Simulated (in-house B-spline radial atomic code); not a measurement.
**Yb⁺: ionisation energy by several methods**

An exercise on one series of results from a longer session: the logs are not shown, and one member is left open.

Program: in-house B-spline radial atomic code version 1. Level of theory: scalar-relativistic (X2C), several functionals, spin-polarised; spherical all-electron atom at the radial basis limit. These are calculated values, not measurements, unless marked.

## The atom as given

- element: ytterbium (Z = 70)
- charge: +1
- electrons: 69
- configuration: [Xe] 4f14 6s1
- nucleus: Fermi, rms radius 5.311 fm

Outer shells as boxes (Hund's rule):

[Xe] 4f14 6s1
```
[Xe] core
4f [↑↓][↑↓][↑↓][↑↓][↑↓][↑↓][↑↓]
6s [↑ ]
```

Where spins are not typed, each open shell is filled with up spins first.

The first run:

Settings, as recorded:

```ini
Z = 70
electrons = 69.0
configuration = [Xe] 4f14 6s1
hamiltonian = x2c
method = tpssh
spin_polarised = True
nucleus = fermi
rms_radius = 5.3108
mass_number = 174
atomic_mass = 173.938867545
speed_of_light = 137.035999084
```

Steps of the session up to this table: TPSSh, a global hybrid; BLYP, a GGA; OLYP, a GGA; BHandHLYP, a global hybrid; M06-2X, a global hybrid; exchange-only LDA; r2SCAN0, a global hybrid.

One of the session's tables, all rows but one given; the rest of the session is left out.

| method | ΔSCF (eV) |
| --- | --- |
| exchange-only LDA | ? |
| BLYP | 12.515 |
| OLYP | 12.148 |
| TPSSh | 12.017 |
| BHandHLYP | 12.090 |
| M06-2X | 12.131 |
| r2SCAN0 | 12.033 |

**Question.** Estimate the row for exchange-only LDA.

As computed: ΔSCF (eV): 11.925. In the column «ΔSCF (eV)» it is the lowest.
